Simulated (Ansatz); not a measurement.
# La (Lanthanum): properties at the relaxed cell

An exercise on one series of results from a longer session: the logs are not shown, and one member is left open.

Computed with Ansatz 0.2.0 (DFT PBE and PBEsol (the runs whose input is shown use PBEsol), scalar-relativistic, plane waves, PAW).

**The structure to begin with**

It takes space group P6_3/mmc (No. 194, hexagonal). The conventional cell has a = 3.769 Å, b = 3.769 Å, c = 12.077 Å, α = 90.00°, β = 90.00°, γ = 120.00°. La (site symmetry -3m) is surrounded by 12 La at 3.72 to 3.77 Å. La (site symmetry -6m2) is surrounded by 12 La at 3.72 to 3.77 Å.

As a file:

```cif
data_structure
_symmetry_space_group_name_H-M 'P 1'
_symmetry_Int_Tables_number 1
_cell_length_a 3.7688
_cell_length_b 3.7688
_cell_length_c 12.0767
_cell_angle_alpha 90.000
_cell_angle_beta 90.000
_cell_angle_gamma 120.000
_cell_volume 148.55
loop_
_atom_site_label
_atom_site_type_symbol
_atom_site_fract_x
_atom_site_fract_y
_atom_site_fract_z
_atom_site_occupancy
La1 La 0.00000 0.00000 0.00000 1
La2 La 0.00000 0.00000 0.50000 1
La3 La 0.33333 0.66667 0.75000 1
La4 La 0.66667 0.33333 0.25000 1
```

It is the result of an earlier relaxation at this level (volume 37.14 Å³/atom; gap on the mesh: none (metal)).

The first run:

input.yaml

```yaml
crystal:
  lattice:
    - [3.7688155293, 0.0, 0.0]
    - [-1.8844077647, 3.2638899906, 0.0]
    - [0.0, 0.0, 12.0766570526]
  atoms:
    - { symbol: La, position: [0.0, 0.0, 0.0] }
    - { symbol: La, position: [0.0, 0.0, 0.5] }
    - { symbol: La, position: [0.3333333333, 0.6666666667, 0.75] }
    - { symbol: La, position: [0.6666666667, 0.3333333333, 0.25] }
basis:
  ecutwfc: 420
kpoints:
  mp_grid: { grid: [15, 15, 4] }
hamiltonian:
  xc: pbesol
scf:
  occupations: { method: gaussian, width: 0.1 }
output:
  forces: true
  stress: true
  eigenvalues: true
relax:
  adjacent_minimum: "off"
  f_tol: 0.005
  max_steps: 50
  cell: { stress_tol: 0.05 }
```

On the command line:

```sh
> ansatz run input.yaml --threads 2 --pin off --max-ram 5120MiB --backend cpu --events-out ev --progress --plain --runs-dir out
```

Steps of the session up to this table: Relaxing with PBEsol; Relaxing with PBE+D3(BJ); The cell under LDA; Relaxing with r2SCAN.

One of the session's tables, all rows but one given; the rest of the session is left out.

It belongs to the step «Relaxed cells side by side». 

| functional | a (Å) | b (Å) | c (Å) | volume (Å³/atom) |
| --- | --- | --- | --- | --- |
| PBE | 3.769 | 3.769 | 12.077 | 37.14 |
| PBEsol | 3.661 | 3.661 | 11.711 | 33.99 |
| PBE+D3(BJ) | ? | ? | ? | ? |
| LDA | 3.598 | 3.598 | 11.500 | 32.24 |
| r2SCAN | 3.783 | 3.783 | 12.040 | 37.30 |

Q: Estimate the row for PBE+D3(BJ) from the others.

The run gave: a (Å): 3.672; b (Å): 3.672; c (Å): 11.750; volume (Å³/atom): 34.29. In the column «a (Å)» it lies between PBEsol (3.661) and PBE (3.769).
